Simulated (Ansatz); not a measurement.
# Ba2Tl5V3O12: the cost of one run

Computed with Ansatz 0.2.0 (DFT PBE, scalar-relativistic, plane waves, PAW, unless a step names another level, unless a step's input says otherwise).

1 further run of the same task is left out (it didn't finish).

## Step 1: The structure to begin with

The structure is monoclinic, space group C2 (No. 5). The conventional cell has a = 12.980 Å, b = 13.354 Å, c = 6.079 Å, α = 90.00°, β = 109.30°, γ = 90.00°. Ba (site symmetry 2) has 6 O at 2.58 to 2.76 Å as nearest neighbours. Around Ba (site symmetry 2) lie 8 O at 2.76 to 3.03 Å. V (site symmetry 1) has 4 O at 1.72 to 1.75 Å as nearest neighbours. V (site symmetry 2) is surrounded by 4 O at 1.71 to 1.76 Å. Tl (site symmetry 1) is surrounded by 3 O at 2.57 to 2.74 Å. Tl (site symmetry 2) has 4 O at 2.66 to 2.69 Å as nearest neighbours. Tl (site symmetry 1) has 3 O at 2.55 to 2.75 Å as nearest neighbours. Around O (site symmetry 1) lie 1 V at 1.75 Å. Only part of the 13 independent sites is listed.

Coordinates:

```cif
data_structure
_symmetry_space_group_name_H-M 'C2'
_symmetry_Int_Tables_number 5
_cell_length_a 12.9802
_cell_length_b 13.3538
_cell_length_c 6.0793
_cell_angle_alpha 90.000
_cell_angle_beta 109.303
_cell_angle_gamma 90.000
_cell_volume 994.53
loop_
_atom_site_label
_atom_site_type_symbol
_atom_site_symmetry_multiplicity
_atom_site_Wyckoff_symbol
_atom_site_fract_x
_atom_site_fract_y
_atom_site_fract_z
_atom_site_occupancy
Ba1 Ba 2 a 0.50000 0.02083 0.00000 1
Ba2 Ba 2 a 0.50000 0.70736 0.00000 1
V1 V 4 c 0.80150 0.14455 0.25735 1
V2 V 2 b 0.50000 0.92558 0.50000 1
Tl1 Tl 4 c 0.67732 0.17897 0.63726 1
Tl2 Tl 2 b 0.50000 0.48492 0.50000 1
Tl3 Tl 4 c 0.21821 0.90856 0.21892 1
O1 O 4 c 0.13358 0.12967 0.44275 1
O2 O 4 c 0.60197 0.00479 0.67706 1
O3 O 4 c 0.67077 0.75744 0.84635 1
O4 O 4 c 0.66240 0.13704 0.20594 1
O5 O 4 c 0.55197 0.86431 0.31356 1
O6 O 4 c 0.14783 0.05532 0.88601 1
```

It came out lowest among 14 distinct ends of the trial cells. At a tolerance of 0.02 Å it has space group C2 (No. 5).

## Step 2: Kick test: the unmoved cell on a coarse mesh

Contents of input.yaml:

```yaml
crystal:
  lattice:
    - [-1.9673896301, 0.0, 5.7521984827]
    - [6.4899131445, -6.6769223845, -0.0476544789]
    - [6.4899131445, 6.6769223845, -0.0476544789]
  atoms:
    - { symbol: Ba, position: [0.0, 0.4791660759, 0.5208339241] }
    - { symbol: Ba, position: [0.0, 0.7926376161, 0.2073623839] }
    - { symbol: V, position: [0.2573526673, 0.6569413299, 0.9460490694] }
    - { symbol: V, position: [0.7426473327, 0.0539509306, 0.3430586701] }
    - { symbol: V, position: [0.5, 0.5744230265, 0.4255769735] }
    - { symbol: Tl, position: [0.6372589877, 0.4983489352, 0.8562880007] }
    - { symbol: Tl, position: [0.3627410123, 0.1437119993, 0.5016510648] }
    - { symbol: Tl, position: [0.5, 0.0150767085, 0.9849232915] }
    - { symbol: Tl, position: [0.218918876, 0.3096441462, 0.1267705367] }
    - { symbol: Tl, position: [0.781081124, 0.8732294633, 0.6903558538] }
    - { symbol: O, position: [0.4427507355, 0.0039034314, 0.2632488034] }
    - { symbol: O, position: [0.6770594616, 0.597186944, 0.6067586458] }
    - { symbol: O, position: [0.8463524823, 0.913330546, 0.4282042805] }
    - { symbol: O, position: [0.2059424049, 0.5253606909, 0.7994340321] }
    - { symbol: O, position: [0.3135591472, 0.6876628506, 0.4162801082] }
    - { symbol: O, position: [0.8860087881, 0.0925069347, 0.2031557591] }
    - { symbol: O, position: [0.6864408528, 0.5837198918, 0.3123371494] }
    - { symbol: O, position: [0.1139912119, 0.7968442409, 0.9074930653] }
    - { symbol: O, position: [0.1536475177, 0.5717957195, 0.086669454] }
    - { symbol: O, position: [0.7940575951, 0.2005659679, 0.4746393091] }
    - { symbol: O, position: [0.5572492645, 0.7367511966, 0.9960965686] }
    - { symbol: O, position: [0.3229405384, 0.3932413542, 0.402813056] }
basis:
  ecutwfc: 420
kpoints:
  mp_grid: { grid: [2, 2, 2] }
hamiltonian:
  xc: pbe
scf:
  occupations: { method: gaussian, width: 0.1 }
  lower_state_search: "off"
output:
  forces: true
  stress: true
  eigenvalues: true
```

Launch:

```console
$ ansatz run input.yaml --threads 1 --pin off --max-ram 2816MiB --backend cpu --events-out ev --progress --plain --runs-dir out
```

**Question.** How long does this run take on 1 thread of Intel Xeon Platinum 8488C (Sapphire Rapids), shared host, and how much memory does it need?

About 23 s, with a peak of 0.96 GiB.
